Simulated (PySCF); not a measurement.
# C2H6Hg: fields and orbitals

For C2H6Hg, the scripts below analyse its density (charges, bond critical points, surface potential), see where an electron leaves and enters and measure its response to a uniform field.

Computed with PySCF 2.14.0. Level: levels as typed in each script, gas phase, geometry from GFN2-xTB.

### Step 1. Where the work starts

9 atoms, charge 0, spin multiplicity 1.

Bond lengths: C1–Hg2 2.347 Å, C1–H4 1.091 Å, C1–H5 1.091 Å, C1–H6 1.090 Å, Hg2–C3 2.347 Å, C3–H7 1.091 Å, C3–H8 1.091 Å, C3–H9 1.090 Å. Angles: Hg2–C1–H4 110.6°, Hg2–C1–H5 110.6°, Hg2–C1–H6 110.6°, H4–C1–H5 108.3°, H4–C1–H6 108.4°, H5–C1–H6 108.4°, C1–Hg2–C3 180.0°, Hg2–C3–H7 110.6°, Hg2–C3–H8 110.6°, Hg2–C3–H9 110.6°, H7–C3–H8 108.9°, H7–C3–H9 108.4°, H8–C3–H9 107.8°.

Geometry (Å):

```xyz
9

C     2.34717   -0.00106   -0.00061
Hg    0.00000    0.00022    0.00011
C    -2.34718    0.00005    0.00049
H     2.73034   -0.72766    0.71674
H     2.73064    0.98331    0.27026
H     2.73005   -0.25883   -0.98825
H    -2.73006    0.98799    0.25883
H    -2.73035   -0.72639    0.71803
H    -2.73064   -0.27029   -0.98354
```

### Step 2. Density, bond paths and surface potential (PBE0/def2-tzvp)

input.py

```python
import numpy as np
from pyscf import gto, scf, dft
from pyscf.scf import atom_ks, atom_hf
from scipy.linalg import block_diag

def solve(mol, dm0=None, hcore=None):
    mf = (dft.UKS if mol.spin else dft.RKS)(mol, xc='pbe0')
    mf.grids.level = 3
    mf = mf.density_fit(auxbasis='def2-universal-jkfit')
    mf.conv_tol, mf.max_cycle = 1e-8, 80
    if hcore is not None:
        mf.get_hcore = lambda *args: hcore
    mf.kernel(dm0)
    if not mf.converged:
        mf = mf.newton().run(mf.mo_coeff, mf.mo_occ, max_cycle=30)
    assert mf.converged, 'SCF not converged'
    return mf

mol = gto.M(atom='''
C      2.34717    -0.00106    -0.00061
Hg     0.00000     0.00022     0.00011
C     -2.34718     0.00005     0.00049
H      2.73034    -0.72766     0.71674
H      2.73064     0.98331     0.27026
H      2.73005    -0.25883    -0.98825
H     -2.73006     0.98799     0.25883
H     -2.73035    -0.72639     0.71803
H     -2.73064    -0.27029    -0.98354
''', basis='def2-tzvp', ecp={'Hg': 'def2-tzvp'}, charge=0, spin=0, verbose=4)
mf = solve(mol)
mf.analyze()
# spherically averaged free atoms, for the promolecule
atom_ks.AtomSphAverageRKS.init_guess_by_vsap = lambda self, mol=None: self.init_guess_by_minao(mol)  # core potentials
atm = atom_ks.get_atm_nrks(mol, xc='pbe0')
pro = block_diag(*[(atm[a[0]][2] * atm[a[0]][3]) @ atm[a[0]][2].T for a in mol._atom])
np.savez('result.npz', e=mf.e_tot, c=mf.mo_coeff, occ=mf.mo_occ, eps=mf.mo_energy, pro=pro, dip=mf.dip_moment(verbose=0), s2=mf.spin_square()[0])
```

Started as:

```bash
> OMP_NUM_THREADS=1 python input.py
```

### Step 4. Removing and adding an electron (PBE0/def2-tzvp)

input.py: that of step 2 with these lines changed.

```diff
@@ -30,3 +30,12 @@
 mf = solve(mol)
-mf.analyze()
+out = dict(e0=mf.e_tot, dm0=mf.make_rdm1(), c=mf.mo_coeff, occ=mf.mo_occ, eps=mf.mo_energy)
+for name, dq, spin in [('cation', 1, 1)]:
+    ion = mol.copy().set(charge=mol.charge + dq, spin=spin).build()
+    mi = solve(ion)
+    if spin and dq > 0 and mol.nao < 130:
+        c, _, stable, _ = mi.stability(return_status=True)
+        if not stable:
+            mi = solve(ion, mi.make_rdm1(c, mi.mo_occ))
+    print(name, 'vertical energy change / eV', (mi.e_tot - mf.e_tot) * 27.211386)
+    out.update({'e_' + name: mi.e_tot, 'dm_' + name: mi.make_rdm1(), 's2_' + name: mi.spin_square()[0], 'eps_' + name: mi.mo_energy, 'occ_' + name: mi.mo_occ})
 # spherically averaged free atoms, for the promolecule
@@ -35,2 +44,2 @@
 pro = block_diag(*[(atm[a[0]][2] * atm[a[0]][3]) @ atm[a[0]][2].T for a in mol._atom])
-np.savez('result.npz', e=mf.e_tot, c=mf.mo_coeff, occ=mf.mo_occ, eps=mf.mo_energy, pro=pro, dip=mf.dip_moment(verbose=0), s2=mf.spin_square()[0])
+np.savez('result.npz', pro=pro, **out)
```

### Step 6. Response to an electric field (PBE0/def2-tzvp)

input.py: that of step 4 with these lines changed.

```diff
@@ -29,13 +29,10 @@
 ''', basis='def2-tzvp', ecp={'Hg': 'def2-tzvp'}, charge=0, spin=0, verbose=4)
+field = np.array([0.004, 0.0, 0.0])  # atomic units
+mol.set_common_orig(mol.atom_charges() @ mol.atom_coords() / mol.atom_charges().sum())
 mf = solve(mol)
-out = dict(e0=mf.e_tot, dm0=mf.make_rdm1(), c=mf.mo_coeff, occ=mf.mo_occ, eps=mf.mo_energy)
-for name, dq, spin in [('cation', 1, 1)]:
-    ion = mol.copy().set(charge=mol.charge + dq, spin=spin).build()
-    mi = solve(ion)
-    if spin and dq > 0 and mol.nao < 130:
-        c, _, stable, _ = mi.stability(return_status=True)
-        if not stable:
-            mi = solve(ion, mi.make_rdm1(c, mi.mo_occ))
-    print(name, 'vertical energy change / eV', (mi.e_tot - mf.e_tot) * 27.211386)
-    out.update({'e_' + name: mi.e_tot, 'dm_' + name: mi.make_rdm1(), 's2_' + name: mi.spin_square()[0], 'eps_' + name: mi.mo_energy, 'occ_' + name: mi.mo_occ})
+out = dict(dm0=mf.make_rdm1(), d0=mf.dip_moment(unit='AU'), e0=mf.e_tot)
+for name, sign in (('p', 1), ('m', -1)):
+    h = mf.get_hcore() + sign * np.einsum('x,xij->ij', field, mol.intor('int1e_r'))
+    mi = solve(mol, mf.make_rdm1(), h)
+    out.update({'dm' + name: mi.make_rdm1(), 'd' + name: mi.dip_moment(unit='AU'), 'e' + name: mi.e_tot})
 # spherically averaged free atoms, for the promolecule
```

(Steps that only read results are left out.)

Before running it: what results should come out? Wanted: dipole moment; HOMO, LUMO; vertical ionisation energy; polarisability along the field.

The runs gave:

| quantity | value |
| --- | --- |
| dipole moment (PBE0/def2-tzvp) | 0.00 D |
| HOMO, LUMO (PBE0/def2-tzvp) | -6.75, -0.49 eV |
| vertical ionisation energy (PBE0/def2-tzvp) | 8.65 eV |
| polarisability along the field (PBE0/def2-tzvp) | 114.1 bohr³ |

At PBE0/def2-tzvp: The highest Hirshfeld charge is on Hg2 (+0.37 e), the lowest on C1 and C3 (−0.24 e). The ionisation energy from two SCF runs, 8.65 eV, lies 1.9 eV above −ε(HOMO) = 6.75 eV of the same level, PBE0/def2-tzvp, since self-interaction lifts this functional's HOMO. All values hold at the given geometry, in the gas phase.
